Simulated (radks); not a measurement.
# Sm⁺ inside a hard spherical wall

The task here is to estimate one member of a computed series from the others.

Program: radks (a radial shooting solver on a logarithmic mesh, Libxc functionals) version 1. Level of theory: scalar-relativistic Kohn-Sham, LDA (Slater exchange, VWN5 correlation), spin-unpolarised, spherical densities, finite nucleus. These are calculated values, not measurements, unless marked.

**The atom as given**

| Quantity | Value |
| --- | --- |
| element | samarium (Z = 62) |
| charge | +1 |
| electrons | 61 |
| configuration | [Xe] 4f6 6s1 |
| nuclear rms radius | 5.0819 fm |

Outer shells as boxes (Hund's rule):

Sm⁺
```
[Xe] core
4f [↑ ][↑ ][↑ ][↑ ][↑ ][↑ ][  ]
6s [↑ ]
```

The first run:

Input:

```text
Z 62
configuration [Xe] 4f6 6s1 5d0 6p0 7s0
relativity scalar-relativistic
functional lda,vwn5
spin unpolarised
nucleus finite rms 5.0819 fm
c 137.035999084
```

Started as:

```
$ python run_ks.py task.json out
```

This one command runs every case of the session in turn.

Steps of the session up to this table: The free atom; Wall at 20 bohr; Wall at 6 bohr; Wall at 5 bohr; Wall at 3.5 bohr; Wall at 3 bohr; Wall at 2.5 bohr; Wall at 2 bohr; Wall at 1.5 bohr.

One table of the session follows, with a row left open; its other results are not shown here.

| R (bohr) | E − E(free) (eV) | ε(6s) (eV) | ε(5d, empty) (eV) | ε(6p, empty) (eV) | ε(7s, empty) (eV) |
| --- | --- | --- | --- | --- | --- |
| free | 0.000 | -8.675 | -7.438 | -5.447 | -2.711 |
| 20 | -0.000 | -8.675 | -7.438 | -5.447 | -2.706 |
| 6 | ? | ? | ? | ? | ? |
| 5 | 3.675 | -4.279 | -5.119 | 2.223 | 25.536 |
| 3.5 | 26.615 | 14.545 | 3.029 | 27.476 | 87.914 |
| 3 | 60.648 | 35.629 | 11.958 | 52.946 | 143.12 |
| 2.5 | 154.81 | 81.639 | 31.625 | 105.47 | 249.11 |
| 2 | 452.49 | 192.54 | 80.729 | 226.40 | 477.64 |
| 1.5 | 1620.7 | 509.69 | 230.22 | 558.76 | 1066.6 |

Q: Estimate the row for R (bohr) = 6 from the others.

Worked estimate for «E − E(free) (eV)». A straight line through the neighbours (20, -0.000) and (5, 3.675) gives -0.000 + (3.675 + 0.000) × (6 − 20) / (5 − 20) = 3.430; a parabola fitted to 3 rows on both sides gives -9.338.

The run gave: E − E(free) (eV): 1.188; ε(6s) (eV): -7.045; ε(5d, empty) (eV): -6.455; ε(6p, empty) (eV): -2.188; ε(7s, empty) (eV): 11.965. In «E − E(free) (eV)» the line misses by +2.242 and the parabola by -10.526. Between these rows the values bend or scatter more than so simple an estimate can follow.

Shells are not refilled when levels cross, and a hard wall is a model, not a crystal.
